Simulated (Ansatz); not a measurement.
# BiBrO: one run, from forces to fields

Aim: for BiBrO, a crystal from a database, its volume scaled a little, find whether it is a metal or has a gap, how the charge is shared and how far the cell is from equilibrium. The atoms and the cell stay fixed.

Method: DFT, r2SCAN, no spin polarisation, plane waves, PAW, in Ansatz 0.2.0.

## 1. The cell

Symmetry: P4/nmm, No. 129, tetragonal system. The conventional cell has a = 3.959 Å, b = 3.959 Å, c = 8.166 Å, α = 90.00°, β = 90.00°, γ = 90.00°. Around O (site symmetry -4m2) lie 4 Bi at 2.35 Å. Br (site symmetry 4mm) has 4 Bi at 3.21 Å as nearest neighbours. Bi (site symmetry 4mm) has 4 O at 2.35 Å and 4 Br at 3.21 Å as nearest neighbours.

Its coordinates follow in the input file.

It is a restart: the density comes from an earlier run on this cell.

## 2. Self-consistent run

input.yaml

```yaml
crystal:
  lattice:
    - [3.959079, 0.0, 0.0]
    - [0.0, 3.959079, 0.0]
    - [0.0, 0.0, 8.16642]
  atoms:
    - { symbol: O, position: [0.0, 0.0, 0.0] }
    - { symbol: O, position: [0.5, 0.5, 0.0] }
    - { symbol: Br, position: [0.0, 0.5, 0.653] }
    - { symbol: Br, position: [0.5, 0.0, 0.347] }
    - { symbol: Bi, position: [0.0, 0.5, 0.154] }
    - { symbol: Bi, position: [0.5, 0.0, 0.846] }
  symmetry: { tolerance: 0.0003 }
kpoints:
  mp_grid: { grid: [7, 7, 3], shift: [0, 0, 0] }
  band_path:
    path:
      - [0.0, 0.0, 0.0]
      - [0.0, 0.5, 0.0]
      - [0.5, 0.5, 0.0]
      - [0.0, 0.0, 0.0]
      - [0.0, 0.0, 0.5]
      - [0.0, 0.5, 0.5]
      - [0.5, 0.5, 0.5]
      - [0.0, 0.0, 0.5]
      - [0.0, 0.5, 0.0]
      - [0.0, 0.5, 0.5]
      - [0.5, 0.5, 0.0]
    npoints: 7
magnetization:
  spin_polarized: false
scf:
  occupations: { method: tetrahedron }
  lower_state_search: "off"
  max_iter: 200
hamiltonian:
  pseudopotentials: { kind: paw }
  xc: r2scan
basis:
  ecutwfc: 500
  fft_grid_basis: typed
output:
  forces: true
  stress: true
  eigenvalues: true
  bader: true
  populations: true
  elf: true
  write_potential: true
  volumetric_format: npy
  dos:
    e_range: [-12, 8]
    de: 0.05
    projected: { site_lists: { Bi: [Bi], Br: [Br], O: [O] } }
checkpoint:
  read: saved_state
```

Command:

```console
ansatz run input.yaml --threads 1 --pin off --max-ram 2560MiB --backend cpu --events-out ev --progress --plain --runs-dir out
```

What does the calculation give? Wanted: largest force; pressure; gap; least direct gap; Bader charges.

The runs gave:

| quantity | value |
| --- | --- |
| largest force | 0.320 eV/Å on Bi |
| pressure | -1.5 GPa |
| formation energy (elements from separate runs) | -1.24 eV/atom |
| gap (mesh and path) | 2.54 eV, indirect |
| least direct gap | 2.70 eV |
| Bader charges | O -1.24, Br -0.63, Bi +1.87 e |

There is a gap of 2.54 eV, with the least direct gap at 2.70 eV; within 0.7 eV of the edges the states project mainly on Br p (76 %) and O p (16 %) below and Bi p (75 %) above. The run has no spin-orbit coupling, which matters for the gap with elements this heavy. At the density minimum between Br and Bi (3.21 Å) the ELF is 0.16 and the density 0.16 e/Å³, a closed-shell (ionic or weak) contact. The pressure of -1.5 GPa says the cell is too large. Against the elements' reference phases (O2 molecule, solid Br2 (Cmce), Bi A7 rhombohedral; separate runs with the same functional) the formation energy is -1.24 eV per atom, so it is bound against them, though other compounds may compete.

Limits of this run: empty levels are not fully converged; forces and stress under tetrahedra may miss the slope of the energy.

The gaps are Kohn-Sham values of a semilocal functional, not quasiparticle or optical gaps. Such gaps usually fall short of the measured ones; spin-orbit coupling, left out here, narrows gaps with Bi, so the two errors partly cancel.
